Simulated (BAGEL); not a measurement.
# HF/3-21G (density fitting with qzvpp-jkfit) run of CH5FOSi (SMILES C[SiH](O)F)

What is the energy change on altering one bond length of CH5FOSi at HF/3-21G (density fitting with qzvpp-jkfit)? 

Program for the calculation: BAGEL 1.2.2.

36 further runs of the same task are left out: 3 that didn't finish, 33 set aside as unsound or not needed.

## (1) The system as given

The species is CH5FOSi (9 atoms), meant as a singlet with charge 0. SMILES: `C[SiH](O)F`. The shape is that of a PBE0-D4/def2-TZVP optimisation. This is one conformer, not always the lowest.

Bond lengths: C1–Si2 1.851 Å, Si2–O3 1.634 Å, Si2–F4 1.601 Å, C1–H5 1.093 Å, C1–H6 1.093 Å, C1–H7 1.093 Å, Si2–H8 1.477 Å, O3–H9 0.958 Å. Some angles: C1–Si2–O3 113.2°, C1–Si2–F4 107.2°, O3–Si2–F4 109.7°, C1–Si2–H8 113.7°, O3–Si2–H8 105.4°, F4–Si2–H8 107.6°, Si2–C1–H5 110.5°, Si2–C1–H6 110.6°, Si2–C1–H7 111.4°, Si2–O3–H9 119.0°.

## (2) The energy at HF/3-21G (density fitting with qzvpp-jkfit)

hf.json reads:

```json
{ "bagel": [

{
  "title": "molecule",
  "basis": "3-21g",
  "df_basis": "qzvpp-jkfit",
  "angstrom": true,
  "geometry": [
    { "atom": "C", "xyz": [   -1.059200,    0.382700,    0.202100 ] },
    { "atom": "Si", "xyz": [    0.598700,   -0.059400,   -0.491700 ] },
    { "atom": "O", "xyz": [    1.699800,   -0.426000,    0.658800 ] },
    { "atom": "F", "xyz": [    0.386100,   -1.319200,   -1.457200 ] },
    { "atom": "H", "xyz": [   -1.759300,    0.624200,   -0.601500 ] },
    { "atom": "H", "xyz": [   -0.982100,    1.251700,    0.860100 ] },
    { "atom": "H", "xyz": [   -1.484000,   -0.445000,    0.776700 ] },
    { "atom": "H", "xyz": [    1.214000,    1.018000,   -1.292600 ] },
    { "atom": "H", "xyz": [    1.474600,   -1.073100,    1.328200 ] }
  ]
},
{
  "title": "hf"
},
{
  "title": "print",
  "file": "orbitals.molden",
  "orbitals": true
}

]}
```

Started as:

```bash
$ BAGEL_NUM_THREADS=1 BAGEL hf.json > hf.out
```

Log:

```text
* using 1 threads per process

  ===============================================================
  ===============================================================

  *** Geometry ***

  { "atom" : "C", "xyz" : [     -2.001598,      0.723198,      0.381914 ] },
  { "atom" : "Si", "xyz" : [      1.131379,     -0.112250,     -0.929178 ] },
  { "atom" : "O", "xyz" : [      3.212156,     -0.805023,      1.244952 ] },
  { "atom" : "F", "xyz" : [      0.729623,     -2.492927,     -2.753709 ] },
  { "atom" : "H", "xyz" : [     -3.324595,      1.179567,     -1.136670 ] },
  { "atom" : "H", "xyz" : [     -1.855900,      2.365370,      1.625353 ] },
  { "atom" : "H", "xyz" : [     -2.804354,     -0.840928,      1.467750 ] },
  { "atom" : "H", "xyz" : [      2.294128,      1.923741,     -2.442660 ] },
  { "atom" : "H", "xyz" : [      2.786590,     -2.027865,      2.509934 ] },

  Number of auxiliary basis functions:      447

  Since a DF basis is specified, we compute 2- and 3-index integrals:
    o Being stored without compression. Storage requirement is 0.009 GB

  Number of basis functions:       50
  Number of electrons      :       42

    * METHOD: MOLECULE                             0.15

  *** RHF ***

  === Nuclear Repulsion ===
   183.3301962039

      * DIIS with orbital gradients will be used.

  === RHF iteration (3-21g) ===
      0       -501.26205715          0.02970795           0.03
      1       -501.39042628          0.01572501           0.03
      2       -501.43179156          0.00137755           0.03
      3       -501.43237948          0.00041560           0.03
      4       -501.43242254          0.00007964           0.03
      5       -501.43242536          0.00002338           0.03
      6       -501.43242551          0.00001172           0.03
      7       -501.43242555          0.00000151           0.03
      8       -501.43242555          0.00000056           0.03
      9       -501.43242555          0.00000017           0.03
     10       -501.43242555          0.00000005           0.03
     11       -501.43242555          0.00000002           0.03
     12       -501.43242555          0.00000000           0.03
    * SCF iteration converged.

    * Permanent dipole moment:
           (    0.710599,    -0.150830,    -0.761412) a.u.

    * METHOD: HF                                   0.46

    * METHOD: PRINT                                0.01

  ===============================================================
```

It took 0.74 s on 1 thread of Arm Neoverse V1, shared host.

## (3) The distorted shape, same level

input.json reads:

```json
{ "bagel": [

{
  "title": "molecule",
  "basis": "3-21g",
  "df_basis": "qzvpp-jkfit",
  "angstrom": true,
  "geometry": [
    { "atom": "C", "xyz": [      -1.389528,       0.492679,      -0.143048 ] },
    { "atom": "Si", "xyz": [       0.268372,       0.050579,      -0.836848 ] },
    { "atom": "O", "xyz": [       1.699800,      -0.426000,       0.658800 ] },
    { "atom": "F", "xyz": [       0.055772,      -1.209221,      -1.802348 ] },
    { "atom": "H", "xyz": [      -2.089628,       0.734179,      -0.946648 ] },
    { "atom": "H", "xyz": [      -1.312428,       1.361679,       0.514952 ] },
    { "atom": "H", "xyz": [      -1.814328,      -0.335021,       0.431552 ] },
    { "atom": "H", "xyz": [       0.883672,       1.127979,      -1.637748 ] },
    { "atom": "H", "xyz": [       1.474600,      -1.073100,       1.328200 ] }
  ]
},

{ "title": "hf" },

{ "title": "print", "file": "orbitals.molden", "orbitals": true }

]}
```

Started as:

```bash
$ BAGEL_NUM_THREADS=1 BAGEL input.json > input.out
```

Log:

```text
* using 1 threads per process

  ===============================================================
  ===============================================================

  *** Geometry ***

  { "atom" : "C", "xyz" : [     -2.625827,      0.931028,     -0.270322 ] },
  { "atom" : "Si", "xyz" : [      0.507150,      0.095580,     -1.581414 ] },
  { "atom" : "O", "xyz" : [      3.212156,     -0.805023,      1.244952 ] },
  { "atom" : "F", "xyz" : [      0.105394,     -2.285097,     -3.405944 ] },
  { "atom" : "H", "xyz" : [     -3.948825,      1.387397,     -1.788905 ] },
  { "atom" : "H", "xyz" : [     -2.480129,      2.573200,      0.973118 ] },
  { "atom" : "H", "xyz" : [     -3.428583,     -0.633098,      0.815515 ] },
  { "atom" : "H", "xyz" : [      1.669898,      2.131571,     -3.094895 ] },
  { "atom" : "H", "xyz" : [      2.786590,     -2.027865,      2.509934 ] },

  Number of auxiliary basis functions:      447

  Since a DF basis is specified, we compute 2- and 3-index integrals:
    o Being stored without compression. Storage requirement is 0.009 GB

  Number of basis functions:       50
  Number of electrons      :       42

    * METHOD: MOLECULE                             0.15

  *** RHF ***

  === Nuclear Repulsion ===
   170.3619396112

      * DIIS with orbital gradients will be used.

  === RHF iteration (3-21g) ===
      0       -501.12911524          0.03349690           0.03
      1       -501.27610740          0.02125762           0.03
      2       -501.35663698          0.00216456           0.03
      3       -501.35799488          0.00092042           0.03
      4       -501.35823972          0.00020339           0.03
      5       -501.35827172          0.00008484           0.03
      6       -501.35827542          0.00003683           0.03
      7       -501.35827644          0.00000903           0.03
      8       -501.35827648          0.00000386           0.03
      9       -501.35827649          0.00000170           0.03
     10       -501.35827649          0.00000042           0.03
     11       -501.35827649          0.00000021           0.03
     12       -501.35827649          0.00000007           0.03
     13       -501.35827649          0.00000003           0.03
     14       -501.35827649          0.00000001           0.03
     15       -501.35827649          0.00000000           0.03
    * SCF iteration converged.

    * Permanent dipole moment:
           (    1.107904,    -0.401122,    -0.299636) a.u.

    * METHOD: HF                                   0.54

    * METHOD: PRINT                                0.01

  ===============================================================
```

Run time: 0.82 s. Hardware: 1 thread of Arm Neoverse V1, shared host.

## (4) Outcome

Level: HF/3-21G (density fitting with qzvpp-jkfit).

```
                                                          quantity          value
                                         first shape: total energy  -501.43243 Eh
                                        first shape: dipole moment         2.67 D
                                          first shape: HOMO energy      -12.35 eV
                                          first shape: LUMO energy        5.81 eV
                                        first shape: HOMO–LUMO gap       18.15 eV
                                     distorted shape: total energy  -501.35828 Eh
                                    distorted shape: dipole moment         3.09 D
                                      distorted shape: HOMO energy      -11.66 eV
                                      distorted shape: LUMO energy        4.06 eV
                                    distorted shape: HOMO–LUMO gap       15.72 eV
energy change with the Si2–O3 bond stretched from 1.634 to 2.124 Å       2.018 eV
```

What this shows: With the Si2–O3 bond stretched from 1.634 to 2.124 Å the energy rises by 2.02 eV (195 kJ/mol). The first shape isn't relaxed at this level, so the change isn't measured from a minimum.
